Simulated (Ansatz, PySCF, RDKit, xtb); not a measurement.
**Solving SnGeH3F, step by step**

Only the formula SnGeH3F is given. Aim: find the structure of lowest free energy at 200 K, then its properties.

Plan: many cheap relaxations first (GFN2-xTB), then density-functional screening, relaxation at B3LYP-D3(BJ)/def2-SVP, vibrations and a final energy. The numbers are computed, not measured.

6 further runs of the same task are left out: 6 set aside as unsound or not needed.

### Step 1. Drawing up candidates

All bonding patterns within simple valence rules are listed by program: one Lewis structure each, at most two rings and one unusual centre or charged pair. O–O, O–halogen and N–halogen bonds and N–N–N chains are not drawn. That gives 10 candidates.

```tsv
label	SMILES	spin
c178	[F][Ge][SnH3]	triplet
c179	[F][GeH2][SnH]	singlet
c397	[F][SnH]=[GeH2]	singlet
c511	[F][SnH2][GeH]	triplet
c661	[F][Sn][GeH3]	singlet
c675	[F][GeH]=[SnH2]	singlet
c682	[F][Ge][SnH3]	singlet
c768	[F][Sn][GeH3]	triplet
c826	[F][SnH2][GeH]	singlet
c839	[F][GeH2][SnH]	triplet
```

Candidates are built by distance geometry, with a force field where one applies, in up to four conformers (letters a to d). 6 starts with atoms placed at random are added, to find patterns that the rules miss.

**Question.** With final energies at CCSD(T)/def2-TZVP, which structure will this search put lowest in free energy, and by what margin?

| quantity | value |
| --- | --- |
| lowest structure found | [F][Sn][GeH3], singlet, Cs |
| next finalist | [F][GeH2][SnH], singlet, 9.9 kcal/mol higher in G |
| share at equilibrium, among the finalists | 100.0 % |
| harmonic wavenumbers, lowest and highest (B3LYP-D3(BJ)/def2-SVP) | 65 and 2088 cm⁻¹ |
| rotational constants, same geometry | 0.2436, 0.04435, 0.03805 cm⁻¹ |
| dipole moment (PBE0/def2-TZVPD) | 2.98 D |
| HOMO energy (PBE0/def2-TZVPD) | -6.54 eV |
| LUMO energy (PBE0/def2-TZVPD) | -3.19 eV |
| HOMO–LUMO gap (PBE0/def2-TZVPD) | 3.35 eV |
| lowest excitation (TD-PBE0/def2-SVPD) | 2.09 eV (f = 0.004) |
| strongest of the states computed, same level | 5.82 eV (f = 0.563) |
| lowest triplet excitation, same level, Tamm-Dancoff | 1.40 eV |
| vertical ionisation energy | 8.48 eV |
| vertical electron affinity | 1.50 eV |
| vertical triplet less singlet | +1.50 eV |

The search ends on `[F][Sn][GeH3]`. Among the finalists first place is clear (9.9 kcal/mol); structures outside the list aren't covered. B3LYP-D3(BJ)/def2-SVP, HF/def2-TZVP and MP2/def2-TZVP already put its bonding pattern lowest among the structures in one piece. Spin-orbit coupling, which matters for elements this heavy, is left out. The search is not exhaustive (a finite list of starts, one conformer a finalist), so a lower isomer can't be ruled out. Patterns outside the rules of the enumeration were met only by chance.
